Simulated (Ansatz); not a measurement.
# CH4GeO (SMILES O=[CH][GeH3]): single points off equilibrium

The task here is to estimate one member of a computed series from the others.

Program: Ansatz 0.2.0, Gaussian basis. Level of theory: single points in def2-TZVPP. These are calculated values, not measurements.

Cores are frozen in the correlated methods. Filled d shells of the heavier atoms are correlated.

### Where the work starts

SMILES `O=[CH][GeH3]`, 7 atoms, charge 0, spin multiplicity 1.

Atoms are counted from 1 here; the program's logs count them from 0.

Bond lengths: O1–C2 1.216 Å, C2–Ge3 1.979 Å, C2–H4 1.108 Å, Ge3–H5 1.510 Å, Ge3–H6 1.498 Å, Ge3–H7 1.496 Å. Angles: O1–C2–Ge3 123.6°, O1–C2–H4 119.5°, Ge3–C2–H4 116.9°, C2–Ge3–H5 110.6°, C2–Ge3–H6 111.2°, C2–Ge3–H7 110.6°, H5–Ge3–H6 107.2°, H5–Ge3–H7 110.2°, H6–Ge3–H7 106.9°.

Geometry (Å):

```xyz
7

O    -0.2007   -1.8088    1.0772
C    -0.4479   -1.0946    0.1252
Ge    0.2979    0.7242   -0.1015
H    -1.1403   -1.4535   -0.6619
H    -0.2949    1.3925   -1.3192
H    -0.0175    1.5912    1.0787
H     1.7888    0.6717   -0.2164
```

Set-up of the first run:

The input, run/in.yaml:

```yaml
crystal:
  periodic: [false, false, false]
  atoms:
    - {symbol: O, position_ang: [-0.200700, -1.808800, 1.077200]}
    - {symbol: C, position_ang: [-0.447900, -1.094600, 0.125200]}
    - {symbol: Ge, position_ang: [0.297900, 0.724200, -0.101500]}
    - {symbol: H, position_ang: [-1.140300, -1.453500, -0.661900]}
    - {symbol: H, position_ang: [-0.294900, 1.392500, -1.319200]}
    - {symbol: H, position_ang: [-0.017500, 1.591200, 1.078700]}
    - {symbol: H, position_ang: [1.788800, 0.671700, -0.216400]}
basis:
  gaussian: {orbitals: def2-TZVPP}
correlation: {method: ccsd_t}
output: {forces: true}
```

The command line of these runs was not kept.

Steps of the session up to this table: CCSD(T)/def2-TZVPP; PBE0-D4/def2-TZVPP; wB97M-V/def2-TZVPP; r2SCAN-D4/def2-TZVPP; PBE-D4/def2-TZVPP; r2SCANh-D4/def2-TZVPP; wB97X-V/def2-TZVPP.

One of the session's tables, all rows but one given; the rest of the session is left out.

| method | RMS force component (eV/Å) | angle to CCSD(T) forces (°) | dipole (D) |
| --- | --- | --- | --- |
| CCSD(T) | 0.234 | reference | 2.06 |
| PBE0-D4 | 0.490 | 52.6 | 2.12 |
| wB97M-V | ? | ? | ? |
| r2SCAN-D4 | 0.390 | 47.1 | 2.01 |
| PBE-D4 | 0.361 | 27.6 | 1.89 |
| r2SCANh-D4 | 0.454 | 54.4 | 2.08 |
| wB97X-V | 0.382 | 44.7 | 2.22 |

Q: Estimate the row for wB97M-V from the others.

The run gave: RMS force component (eV/Å): 0.406; angle to CCSD(T) forces (°): 50.4; dipole (D): 2.18. In the column «RMS force component (eV/Å)» it lies between r2SCAN-D4 (0.390) and r2SCANh-D4 (0.454).
